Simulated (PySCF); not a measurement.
# IrCl₃⁺: structure of the sextet

Aim: relax IrCl₃⁺ as a sextet from a B3LYP minimum start, check by its vibrations whether the end is a minimum, and collect its spectrum and constants.

Method: B3LYP, basis Ir def2-SVP with ECP60, Cl def2-SVP, scalar-relativistic core potentials, no spin–orbit coupling, density fitting; program: PySCF 2.14.0.

**1. Starting geometry**

4 atoms, charge 1, spin multiplicity 6.

Bond lengths: Ir1–Cl2 2.264 Å, Ir1–Cl3 2.264 Å, Ir1–Cl4 2.264 Å. Angles: Cl2–Ir1–Cl3 115.0°, Cl2–Ir1–Cl4 115.0°, Cl3–Ir1–Cl4 115.0°.

Z-matrix (Å, degrees; charge 1 multiplicity 6):
```
Ir
Cl 1 2.2635
Cl 1 2.2635 2 115.05
Cl 1 2.2635 2 115.05 3 -137.24
```

**2. Finding the electronic state**

One driver script runs all steps and calls PySCF; scf.py shows how it sets up the SCF of each step. The optimiser is the driver's own. After this first run the driver tries any further starts and a stability analysis.

Contents of scf.py:

```python
from pyscf import gto, scf, dft
mol = gto.M(atom='''
Ir     0.000000     0.000000    -0.181250
Cl     2.204950    -0.000016     0.330348
Cl    -1.102461     1.909551     0.330348
Cl    -1.102489    -1.909535     0.330347''',
    basis={'Ir': 'def2-SVP', 'Cl': 'def2-SVP'},
    ecp={'Ir': 'def2-SVP'},
    charge=1, spin=5)
mf = dft.UKS(mol, xc='B3LYP')
mf.grids.atom_grid = (50, 194)
aux = {'Ir': 'def2-universal-JKFIT', 'Cl': 'def2-universal-JKFIT'}
mf = mf.density_fit(auxbasis=aux)
mf.conv_tol = 1e-08
mf.diis_space = 10
mf.max_cycle = 60
mf.init_guess = 'minao'
mf.verbose = 4
mf.kernel()
```

Command:

```
> OMP_NUM_THREADS=2 python axn.py task.json out
```

The program printed:

```text
init E= -1472.82494940914
[... the frontier-level lines of each cycle are left out ...]
cycle= 1 E= -1483.42695338593  delta_E= -10.6  |g|= 1.15  |ddm|= 5.86
cycle= 2 E= -1476.52403230058  delta_E=  6.9  |g|= 3.09  |ddm|= 5.48
cycle= 3 E= -1484.14525894515  delta_E= -7.62  |g|= 0.438  |ddm|= 4.99
cycle= 4 E= -1484.20137229406  delta_E= -0.0561  |g|= 0.273  |ddm|= 0.301
cycle= 5 E= -1484.22492563474  delta_E= -0.0236  |g|= 0.168  |ddm|= 0.173
cycle= 6 E= -1484.23663645466  delta_E= -0.0117  |g|= 0.0734  |ddm|= 0.21
cycle= 7 E= -1484.23930566317  delta_E= -0.00267  |g|= 0.0493  |ddm|= 0.129
cycle= 8 E= -1484.24041086021  delta_E= -0.00111  |g|= 0.0167  |ddm|= 0.0352
cycle= 9 E= -1484.24054817042  delta_E= -0.000137  |g|= 0.00455  |ddm|= 0.0134
cycle= 10 E= -1484.24056649552  delta_E= -1.83e-05  |g|= 0.000724  |ddm|= 0.0112
cycle= 11 E= -1484.24056743928  delta_E= -9.44e-07  |g|= 0.000101  |ddm|= 0.00305
cycle= 12 E= -1484.24056747309  delta_E= -3.38e-08  |g|= 6.53e-05  |ddm|= 0.00059
cycle= 13 E= -1484.24056747751  delta_E= -4.42e-09  |g|= 4.23e-05  |ddm|= 0.000197
Extra cycle  E= -1484.24056747028  delta_E= 7.23e-09  |g|= 0.000119  |ddm|= 0.000199
converged SCF energy = -1484.24056747028  <S^2> = 8.7608846  2S+1 = 6.0036271
```

This step, with its further starts and checks, ran for 30 s (2 threads of AMD EPYC, shared host).

The starts that the driver tried:

```csv
start,energy (Eh)
the minimal-basis guess,-1484.240567
a thermally smeared density,-1484.240567
a smeared PBE density,-1484.240567
```

The test of internal stability and the other starts found no lower solution of this spin.

**3. Relaxation: B3LYP minimum start, sextet**

The program finds C3v symmetry in the start, which this walk keeps. Threshold on the gradient: 0.0003 Eh/bohr, with a further test on the energy change.

Edit scf.py of step 2 so:

```diff
@@ -3,4 +3,4 @@
-Ir     0.000000     0.000000    -0.181250
-Cl     2.204950    -0.000016     0.330348
-Cl    -1.102461     1.909551     0.330348
-Cl    -1.102489    -1.909535     0.330347''',
+Ir     0.000000     0.000000    -0.180179
+Cl     2.204950    -0.000016     0.331419
+Cl    -1.102461     1.909551     0.331419
+Cl    -1.102489    -1.909535     0.331418''',
@@ -17 +16,0 @@
-mf.init_guess = 'minao'
```

Energy and gradient, step by step:

```csv
step,energy (Eh),change (kJ/mol),largest symmetric gradient (Eh/bohr)
0,-1484.240567,0.00,0.00013
```

The walk took 5.2 s.

Positions (Å) and forces (eV/Å) along the way:

```
step 0
Ir   0.000   0.000  -0.180   0.007   0.000   0.007
Cl   2.205   0.000   0.331  -0.001   0.000   0.004
Cl  -1.102   1.910   0.331  -0.003  -0.002  -0.005
Cl  -1.102  -1.910   0.331  -0.003   0.002  -0.005
```

After 0 steps and 0.0 kJ/mol it ends at C3v: Ir–Cl 2.264 Å (×3); Cl–Ir–Cl 115.0° (×3).

**4. Vibrations and properties at this point**

On the finer grid the gradient is checked again; gradients at displacements of ±0.02 bohr then give force constants and infrared intensities.

Edit scf.py of step 3 so:

```diff
@@ -11 +11 @@
-mf.grids.atom_grid = (50, 194)
+mf.grids.atom_grid = (75, 302)
@@ -14 +14 @@
-mf.conv_tol = 1e-08
+mf.conv_tol = 1e-10
```

This SCF starts from the last density.

SCF at the final geometry:

```text
init E= -1484.24055514281
[... the frontier-level lines of each cycle are left out ...]
cycle= 1 E= -1484.2405551427  delta_E= 1.1e-10  |g|= 1.53e-05  |ddm|= 1.71e-05
cycle= 2 E= -1484.24055514054  delta_E= 2.16e-09  |g|= 6.64e-05  |ddm|= 7.14e-05
cycle= 3 E= -1484.24055514282  delta_E= -2.28e-09  |g|= 1.87e-06  |ddm|= 5.82e-05
cycle= 4 E= -1484.24055514281  delta_E= 5.91e-12  |g|= 6.13e-07  |ddm|= 2.95e-06
Extra cycle  E= -1484.24055514282  delta_E= -5.91e-12  |g|= 1.38e-06  |ddm|= 2.83e-06
converged SCF energy = -1484.24055514282  <S^2> = 8.7608844  2S+1 = 6.003627
```

The whole step took 96 s.

Geometry: C3v; Ir–Cl 2.264 Å (×3); Cl–Ir–Cl 115.0° (×3).

Modes, for the most abundant isotopes:

```
symmetry  ω (cm⁻¹)  IR (km/mol)     type
       e        76          0.1     bend
      a1        76          0.1     bend
       e       352          8.9  stretch
      a1       373          0.2  stretch
```

Every mode is real; the point is a minimum.

Properties at this point:

```
Dipole moment about the centre of mass                          : 0.62 D
Highest occupied level                                          : -13.40 eV
Lowest empty level                                              : -12.14 eV
Rotational constants                                            : 0.06179, 0.06179, 0.03305 cm⁻¹
Zero-point energy                                               : 7.8 kJ/mol
Principal polarisabilities                                      : 35.0, 98.0, 98.0 bohr³
Principal traceless quadrupole moments about the centre of mass : -3.85, 1.92, 1.92 D Å
Entropy at 298.15 K and 1 bar (electronic part: spin only)      : 371.0 J/(mol K)
Heat capacity Cp at 298.15 K                                    : 77.5 J/(mol K)
Enthalpy at 298.15 K above 0 K                                  : 18.84 kJ/mol
Rotational symmetry number                                      : 3
Spin squared ⟨S²⟩                                               : 8.761
```

Populations by atom (charges in e):

| atom | Mulliken | Löwdin | polar tensor | spin (Mulliken) | Mayer order to Ir1 |
| --- | --- | --- | --- | --- | --- |
| Ir1 | 0.79 | -0.05 | 0.95 | 2.75 | – |
| Cl2,3,4 | 0.07 | 0.35 | 0.02 | 0.75 | 1.28 |

Outer orbital energies (eV). α occupied: -15.99, -15.99, -15.71, -15.38, -14.87, -14.87, -13.40, -13.40; empty: -7.58, -4.48, -3.06, -3.06. β occupied: -17.36, -17.36, -16.21, -16.21, -15.12, -15.04, -15.04, -14.53; empty: -12.14, -11.66, -11.66, -10.36.

Mulliken populations on Ir1 (outside its core potential): s 2.60, p 6.34, d 7.24, f 0.03.

**5. Outcome**

```
                                          quantity                                     value
                                           minimum                               sextet, C3v
                                          geometry  Ir–Cl 2.264 Å (×3); Cl–Ir–Cl 115.0° (×3)
                                wavenumbers (cm⁻¹)        76 (e), 76 (a1), 352 (e), 373 (a1)
                    dipole moment (centre of mass)                                    0.62 D
highest occupied, lowest empty level (either spin)                         -13.40, -12.14 eV
                        polar-tensor charge of Ir1                                   +0.95 e
                                 zero-point energy                                7.8 kJ/mol
                               entropy at 298.15 K                           371.0 J/(mol K)
                                              ⟨S²⟩                                     8.761
```

What this shows: The molecule stays C3v, as typed, and the end point is a minimum. The strongest infrared band lies at 352 cm⁻¹ (e, stretch). Most of the spin sits on Ir1 (Mulliken spin 2.75, against 5 for the whole molecule). Other starts or spin states, not run here, may lie lower. One determinant may miss the lowest occupation of an open d or f shell. With an element this heavy the missing spin–orbit coupling can shift these numbers.

The search up to here took 2.2 min.
